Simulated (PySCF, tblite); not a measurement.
# C4H3FN2O: dynamics, then NMR shifts on frames, part 2 of 2

tblite 0.8.0 and PySCF 2.14.0. Atoms count from 0. The steps go on from the part before.

## (5) NMR shieldings: 625 fs, PBE0/pcSseg-1

The job: settings as JSON, then the geometry in Å.

```
{"job": {"kind": "nmr", "xc": "PBE0", "basis": "pcSseg-1", "pop": false}, "charge": 0, "multiplicity": 1}
O      2.016100    -0.384500    -0.449200
C      0.769700    -0.827700    -0.077800
C      0.256400    -1.968700    -0.649100
N     -0.878500    -2.490700    -0.246000
N     -1.656800    -1.844000     0.536300
C     -1.215200    -0.729300     1.199500
C      0.072500    -0.276500     0.970100
F      0.608000     0.766200     1.575900
H      2.227300     0.503600    -0.115300
H      0.757300    -2.560700    -1.435000
H     -1.934000    -0.367300     1.913400
```

Method: GIAO PBE0/pcSseg-1 NMR shielding, non-relativistic, gas phase.

Standard output:

```text
coarse grid: 10504 points
cycle   1  E = -438.0666447421  dE =  1.706e+00  |g| = 6.986e-01  |ddm| = 3.441e+00
cycle   2  E = -437.9442393822  dE =  1.224e-01  |g| = 1.069e+00  |ddm| = 1.631e+00
cycle   3  E = -438.1515446298  dE = -2.073e-01  |g| = 1.184e-01  |ddm| = 1.049e+00
cycle   4  E = -438.1537690251  dE = -2.224e-03  |g| = 6.423e-02  |ddm| = 1.340e-01
cycle   5  E = -438.1546586716  dE = -8.896e-04  |g| = 1.523e-02  |ddm| = 8.450e-02
cycle   6  E = -438.1547065510  dE = -4.788e-05  |g| = 6.047e-03  |ddm| = 2.075e-02
cycle   7  E = -438.1547139690  dE = -7.418e-06  |g| = 1.494e-03  |ddm| = 6.181e-03
final grid: 105744 points
cycle   8  E = -438.2143947932  dE = -2.346e-05  |g| = 9.473e-03  |ddm| = 3.680e-02
cycle   9  E = -438.2143627168  dE =  3.208e-05  |g| = 1.575e-02  |ddm| = 2.241e-02
cycle  10  E = -438.2144123171  dE = -4.960e-05  |g| = 1.471e-03  |ddm| = 1.438e-02
cycle  11  E = -438.2144127914  dE = -4.743e-07  |g| = 5.178e-04  |ddm| = 1.778e-03
cycle  12  E = -438.2144128463  dE = -5.494e-08  |g| = 1.028e-04  |ddm| = 5.309e-04
cycle  13  E = -438.2144128484  dE = -2.048e-09  |g| = 3.388e-05  |ddm| = 1.326e-04
cycle  14  E = -438.2144128486  dE = -2.128e-10  |g| = 1.684e-05  |ddm| = 4.246e-05
converged SCF energy = -438.2144128486

GIAO shielding tensors (ppm)
atom      isotropic    diamagn.    paramagn.     s11        s22        s33       span
  0 O      241.092     387.887    -146.795    180.695    238.618    303.962    123.268
  1 C       39.840     256.456    -216.617    -29.351     21.553    127.317    156.668
  2 C       42.966     247.822    -204.856    -58.745     54.161    133.482    192.226
  3 N     -202.157     321.476    -523.633   -643.985   -208.502    246.017    890.002
  4 N     -205.401     320.252    -525.653   -640.440   -201.569    225.806    866.245
  5 C       36.839     252.884    -216.045    -78.302     47.678    141.140    219.442
  6 C       29.874     251.006    -221.132    -32.671     23.000     99.295    131.966
  7 F      348.764     474.810    -126.047    270.201    321.354    454.735    184.534
  8 H       26.374      32.330      -5.957     17.068     26.680     35.373     18.305
  9 H       21.892      27.398      -5.506     18.747     19.371     27.557      8.810
 10 H       21.974      29.638      -7.663     17.919     20.383     27.620      9.701
```

Run time: 33 s. Hardware: 1 thread of Intel Xeon at 2.50GHz, shared host; peak memory 0.73 GiB.

This run: δ C6 157.1, C5 150.1, C1 147.1, C2 144.0, H9 9.83, H10 9.74 ppm.

## (6) NMR shieldings: 800 fs, PBE0/pcSseg-1

The job: settings as JSON, then the geometry in Å.

```
{"job": {"kind": "nmr", "xc": "PBE0", "basis": "pcSseg-1", "pop": false}, "charge": 0, "multiplicity": 1}
O      1.996900    -0.513100    -0.309700
C      0.651500    -0.623600    -0.186600
C     -0.056200    -1.562600    -0.933500
N     -1.297200    -1.885000    -0.674100
N     -2.046800    -1.332600     0.215300
C     -1.517800    -0.263500     0.855200
C     -0.151100     0.051500     0.739600
F      0.341800     1.034000     1.428700
H      2.368700     0.102300     0.351100
H      0.403400    -2.135600    -1.747900
H     -2.099000     0.371000     1.533100
```

With the program's defaults for keys left out, this is: GIAO PBE0/pcSseg-1 NMR shielding, non-relativistic, gas phase.

Standard output:

```text
coarse grid: 10504 points
cycle   1  E = -438.0672644780  dE =  1.686e+00  |g| = 6.959e-01  |ddm| = 3.434e+00
cycle   2  E = -437.9456169125  dE =  1.216e-01  |g| = 1.063e+00  |ddm| = 1.534e+00
cycle   3  E = -438.1522985481  dE = -2.067e-01  |g| = 1.238e-01  |ddm| = 9.797e-01
cycle   4  E = -438.1547154811  dE = -2.417e-03  |g| = 6.759e-02  |ddm| = 1.402e-01
cycle   5  E = -438.1556858677  dE = -9.704e-04  |g| = 1.511e-02  |ddm| = 8.812e-02
cycle   6  E = -438.1557298701  dE = -4.400e-05  |g| = 7.002e-03  |ddm| = 2.112e-02
cycle   7  E = -438.1557401102  dE = -1.024e-05  |g| = 1.505e-03  |ddm| = 7.132e-03
cycle   8  E = -438.1557406162  dE = -5.059e-07  |g| = 4.866e-04  |ddm| = 1.677e-03
final grid: 105744 points
cycle   9  E = -438.2151618979  dE = -2.526e-05  |g| = 8.492e-03  |ddm| = 3.285e-02
cycle  10  E = -438.2151418322  dE =  2.007e-05  |g| = 1.338e-02  |ddm| = 1.877e-02
cycle  11  E = -438.2151758539  dE = -3.402e-05  |g| = 1.249e-03  |ddm| = 1.162e-02
cycle  12  E = -438.2151761768  dE = -3.229e-07  |g| = 4.961e-04  |ddm| = 1.611e-03
cycle  13  E = -438.2151762303  dE = -5.350e-08  |g| = 1.142e-04  |ddm| = 5.701e-04
cycle  14  E = -438.2151762332  dE = -2.837e-09  |g| = 3.154e-05  |ddm| = 1.407e-04
cycle  15  E = -438.2151762334  dE = -1.854e-10  |g| = 1.297e-05  |ddm| = 3.389e-05
converged SCF energy = -438.2151762334

GIAO shielding tensors (ppm)
atom      isotropic    diamagn.    paramagn.     s11        s22        s33       span
  0 O      238.324     387.704    -149.380    182.657    225.597    306.718    124.061
  1 C       40.057     256.188    -216.130    -29.083     20.780    128.474    157.557
  2 C       45.799     248.937    -203.138    -57.121     57.721    136.798    193.919
  3 N     -194.540     321.370    -515.910   -639.169   -194.058    249.608    888.777
  4 N     -182.902     320.336    -503.238   -599.693   -180.975    231.963    831.656
  5 C       31.597     253.574    -221.977    -86.833     46.741    134.882    221.715
  6 C       27.663     254.065    -226.402    -42.115     25.474     99.630    141.745
  7 F      345.168     474.920    -129.752    262.070    316.609    456.826    194.756
  8 H       26.430      31.573      -5.143     17.087     26.847     35.356     18.269
  9 H       22.081      27.837      -5.757     18.238     20.044     27.961      9.723
 10 H       21.921      28.843      -6.922     17.532     20.626     27.604     10.072
```

It took 39 s on 1 thread of Intel Xeon at 2.50GHz, shared host; peak memory 0.74 GiB.

In short: δ C6 159.3, C5 155.3, C1 146.9, C2 141.1, H10 9.80, H9 9.64 ppm.

## (7) NMR shieldings: 1000 fs, PBE0/pcSseg-1

The job: settings as JSON, then the geometry in Å.

```
{"job": {"kind": "nmr", "xc": "PBE0", "basis": "pcSseg-1", "pop": false}, "charge": 0, "multiplicity": 1}
O      1.784900    -0.247200    -0.444700
C      0.429100    -0.537300    -0.217500
C     -0.229700    -1.580600    -0.853900
N     -1.538300    -1.778500    -0.788700
N     -2.218700    -1.077000     0.026200
C     -1.673100    -0.206100     0.786900
C     -0.321700     0.215600     0.670900
F      0.202100     1.276100     1.367000
H      1.960900     0.552800     0.064200
H      0.350400    -2.224900    -1.508400
H     -2.350500     0.164400     1.530200
```

With the program's defaults for keys left out, this is: GIAO PBE0/pcSseg-1 NMR shielding, non-relativistic, gas phase.

Standard output:

```text
coarse grid: 10504 points
cycle   1  E = -438.0494096333  dE =  1.684e+00  |g| = 7.320e-01  |ddm| = 3.425e+00
cycle   2  E = -437.8687015319  dE =  1.807e-01  |g| = 1.217e+00  |ddm| = 1.701e+00
cycle   3  E = -438.1458135539  dE = -2.771e-01  |g| = 1.220e-01  |ddm| = 1.125e+00
cycle   4  E = -438.1478793291  dE = -2.066e-03  |g| = 7.558e-02  |ddm| = 1.441e-01
cycle   5  E = -438.1491168358  dE = -1.238e-03  |g| = 1.563e-02  |ddm| = 9.537e-02
cycle   6  E = -438.1491663526  dE = -4.952e-05  |g| = 5.971e-03  |ddm| = 2.044e-02
cycle   7  E = -438.1491739570  dE = -7.604e-06  |g| = 1.267e-03  |ddm| = 5.748e-03
final grid: 105744 points
cycle   8  E = -438.2098093571  dE = -2.510e-05  |g| = 1.015e-02  |ddm| = 3.584e-02
cycle   9  E = -438.2097743868  dE =  3.497e-05  |g| = 1.690e-02  |ddm| = 2.307e-02
cycle  10  E = -438.2098296211  dE = -5.523e-05  |g| = 1.144e-03  |ddm| = 1.441e-02
cycle  11  E = -438.2098298776  dE = -2.565e-07  |g| = 5.586e-04  |ddm| = 1.549e-03
cycle  12  E = -438.2098299454  dE = -6.780e-08  |g| = 1.348e-04  |ddm| = 6.323e-04
cycle  13  E = -438.2098299490  dE = -3.640e-09  |g| = 3.844e-05  |ddm| = 1.608e-04
cycle  14  E = -438.2098299493  dE = -2.764e-10  |g| = 1.884e-05  |ddm| = 4.818e-05
converged SCF energy = -438.2098299493

GIAO shielding tensors (ppm)
atom      isotropic    diamagn.    paramagn.     s11        s22        s33       span
  0 O      234.215     390.087    -155.871    172.791    232.149    297.705    124.914
  1 C       34.279     257.294    -223.015    -35.656     16.144    122.348    158.005
  2 C       38.640     248.743    -210.103    -73.046     50.270    138.695    211.741
  3 N     -181.898     320.524    -502.422   -616.154   -179.761    250.223    866.377
  4 N     -158.973     322.509    -481.482   -547.734   -175.606    246.420    794.154
  5 C       50.547     251.580    -201.033    -41.940     53.350    140.232    182.172
  6 C       21.997     253.195    -231.198    -43.512     20.502     89.001    132.513
  7 F      338.778     475.120    -136.342    266.339    320.564    429.432    163.093
  8 H       26.698      33.001      -6.303     16.497     28.008     35.589     19.092
  9 H       22.251      28.084      -5.833     18.524     20.073     28.155      9.631
 10 H       22.966      28.899      -5.933     19.351     21.031     28.516      9.165
```

Wall time 35 s (1 thread of Intel Xeon at 2.50GHz, shared host); peak memory 0.73 GiB.

This run: δ C6 164.9, C1 152.6, C2 148.3, C5 136.4, H9 9.47, H10 8.75 ppm.

## (8) Side by side: NMR shifts

Shifts (ppm) of some atoms, chosen among heavy atoms and hydrogens apart, with basis size and wall time:

| frame | C6 | C5 | H9 | H10 | N3 | N4 | F7 | functions | time |
| --- | --- | --- | --- | --- | --- | --- | --- | --- | --- |
| 250 fs | 154.3 | 149.7 | 9.35 | 9.19 | 456.0 | 445.2 | -166.2 | 151 | 46 s |
| 425 fs | 163.7 | 152.5 | 8.84 | 10.25 | 455.6 | 460.4 | -165.1 | 151 | 36 s |
| 625 fs | 157.1 | 150.1 | 9.83 | 9.74 | 469.9 | 473.1 | -177.8 | 151 | 33 s |
| 800 fs | 159.3 | 155.3 | 9.64 | 9.80 | 462.3 | 450.6 | -174.2 | 151 | 39 s |
| 1000 fs | 164.9 | 136.4 | 9.47 | 8.75 | 449.6 | 426.7 | -167.8 | 151 | 35 s |

## (9) Results

This closing draws on all 2 parts.

```
                                        quantity                           value
                                      thermostat                           300 K
                   mean temperature, second half                           265 K
         mean potential energy above the minimum                         0.34 eV
  13C shifts against TMS (PBE0/pcSseg-1, 250 fs)  154.3, 150.0, 150.0, 149.7 ppm
   1H shifts against TMS (PBE0/pcSseg-1, 250 fs)            9.35, 9.19, 5.14 ppm
  17O shifts against H2O (PBE0/pcSseg-1, 250 fs)                        95.6 ppm
  15N shifts against NH3 (PBE0/pcSseg-1, 250 fs)                456.0, 445.2 ppm
19F shifts against CFCl3 (PBE0/pcSseg-1, 250 fs)                      -166.2 ppm
           surface potential, 1st and 99th percentile              -1.84 V and 3.03 V
                        range of the shift of N4              426.7 to 473.1 ppm
```

**Reading.** In the second half the potential energy averages 0.34 eV above the minimum; equipartition over 27 harmonic modes at 300 K would give 0.35 eV. With 11 atoms the temperature swings widely (169 to 431 K). Shifts at one fixed geometry are not the observed spectrum, which averages over the motion. In the first frame run (250 fs): The widest tensor belongs to N3: span 831 ppm, with a paramagnetic part of -510 ppm. NICS(1)zz of -26 ppm above the planar ring from C1 marks a diatropic (aromatic) ring current. By nearest atom (PBE0/pcSseg-1), the HOMO sits on N3, N4 about 39 % each; C2, C5 about 6 % each and the LUMO on C5 25 %; C1, C2 about 18 % each. Across the 5 runs the shift of N4 moves most, between 426.7 (1000 fs) and 473.1 ppm (625 fs).
